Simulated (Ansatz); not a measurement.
# CH5Cl3GeOSi: a ladder of functionals and wavefunction methods

The task here is to estimate one member of a computed series from the others.

Computed with Ansatz 0.2.0, Gaussian basis. Level: functionals in def2-TZVPP, the program's frozen cores in correlated methods.

Plan: LDA (SPW92), PBE-D4, revPBE-D4, BLYP-D4, r2SCAN-D4, B97M-V, PBE0-D4, B3LYP-D4, r2SCANh-D4, r2SCAN0-D4, HSE06-D4, BHLYP-D4, CAM-B3LYP-D4, LC-ωPBE, ωB97X-V, ωB97M-V, B2PLYP, PBE-QIDH; CCSD(T)/def2-SVP; MP2/def2-TZVPP; MP2/def2-QZVPP; RPA on PBE.

2 further runs of the same task are left out: 2 that didn't finish.

## The relaxed structure

An earlier PBE0-D4 in a triple-zeta def2 set relaxation fixed the geometry.

SMILES `C[O][GeH2][Si](Cl)(Cl)Cl`, 12 atoms, charge 0, spin multiplicity 1.

Atoms are counted from 1 here; the program's logs count them from 0.

Bond lengths: C1–O2 1.409 Å, C1–H8 1.097 Å, C1–H9 1.098 Å, C1–H10 1.092 Å, O2–Ge3 1.776 Å, Ge3–Si4 2.393 Å, Ge3–H11 1.532 Å, Ge3–H12 1.542 Å, Si4–Cl5 2.044 Å, Si4–Cl6 2.040 Å, Si4–Cl7 2.045 Å. Angles: O2–C1–H8 112.0°, O2–C1–H9 112.3°, O2–C1–H10 107.8°, H8–C1–H9 108.3°, H8–C1–H10 108.1°, H9–C1–H10 108.2°, C1–O2–Ge3 118.8°, O2–Ge3–Si4 109.1°, O2–Ge3–H11 105.2°, O2–Ge3–H12 109.7°, Si4–Ge3–H11 111.2°, Si4–Ge3–H12 109.0°, H11–Ge3–H12 112.6°, Ge3–Si4–Cl5 110.0°, Ge3–Si4–Cl6 110.6°, Ge3–Si4–Cl7 111.2°, Cl5–Si4–Cl6 108.7°, Cl5–Si4–Cl7 108.1° and more.

Set-up of the first run:

Input file in.yaml:

```yaml
crystal:
  periodic: [false, false, false]
  atoms:
    - {symbol: C, position_ang: [1.191336, -0.389281, 1.557331]}
    - {symbol: O, position_ang: [0.016596, -1.085293, 1.209763]}
    - {symbol: Ge, position_ang: [-0.507081, -1.083755, -0.487746]}
    - {symbol: Si, position_ang: [-0.899954, 1.171953, -1.182618]}
    - {symbol: Cl, position_ang: [-1.994682, 1.191410, -2.909131]}
    - {symbol: Cl, position_ang: [-1.922149, 2.199301, 0.253463]}
    - {symbol: Cl, position_ang: [0.859679, 2.153110, -1.535738]}
    - {symbol: H, position_ang: [1.073101, 0.696462, 1.451607]}
    - {symbol: H, position_ang: [2.054031, -0.701785, 0.954537]}
    - {symbol: H, position_ang: [1.409955, -0.606809, 2.604973]}
    - {symbol: H, position_ang: [-1.801012, -1.903060, -0.509632]}
    - {symbol: H, position_ang: [0.597077, -1.697451, -1.372708]}
basis:
  gaussian: {orbitals: def2-TZVPP}
hamiltonian: {xc: lda}
output: {orbitals: {seedname: orbitals}}
```

Steps of the session up to this table: LDA; PBE-D4 (GGA); revPBE-D4 (GGA); BLYP-D4 (GGA); r2SCAN-D4 (meta-GGA); B97M-V (meta-GGA); PBE0-D4 (hybrid); B3LYP-D4 (hybrid); r2SCANh-D4 (hybrid); r2SCAN0-D4 (hybrid); HSE06-D4 (hybrid); BHLYP-D4 (hybrid); CAM-B3LYP-D4 (range-separated); LC-ωPBE (range-separated); ωB97X-V (range-separated); ωB97M-V (range-separated); B2PLYP (double hybrid); PBE-QIDH (double hybrid).

One of the session's tables, all rows but one given; the rest of the session is left out.

It belongs to the step «Frontier levels by functional». 

```
  functional  HOMO (eV)  gap (eV)
 LDA (SPW92)      -6.52      4.50
      PBE-D4      -6.40      4.67
   revPBE-D4      -6.34      4.75
     BLYP-D4      -6.30      4.77
   r2SCAN-D4      -6.71      5.19
      B97M-V      -6.86      5.31
     PBE0-D4      -7.82      6.92
    B3LYP-D4      -7.60      6.55
  r2SCANh-D4      -7.24      6.01
  r2SCAN0-D4      -8.03      7.23
    HSE06-D4      -7.42      6.15
    BHLYP-D4      -9.10      9.17
CAM-B3LYP-D4      -9.15      9.34
     LC-ωPBE     -10.41     11.71
     ωB97X-V          ?         ?
     ωB97M-V      -9.96     10.92
```

Q: Estimate the row for ωB97X-V from the others.

**Answer.** HOMO (eV): -10.12; gap (eV): 11.29. In the column «HOMO (eV)» it lies between LC-ωPBE (-10.41) and ωB97M-V (-9.96).
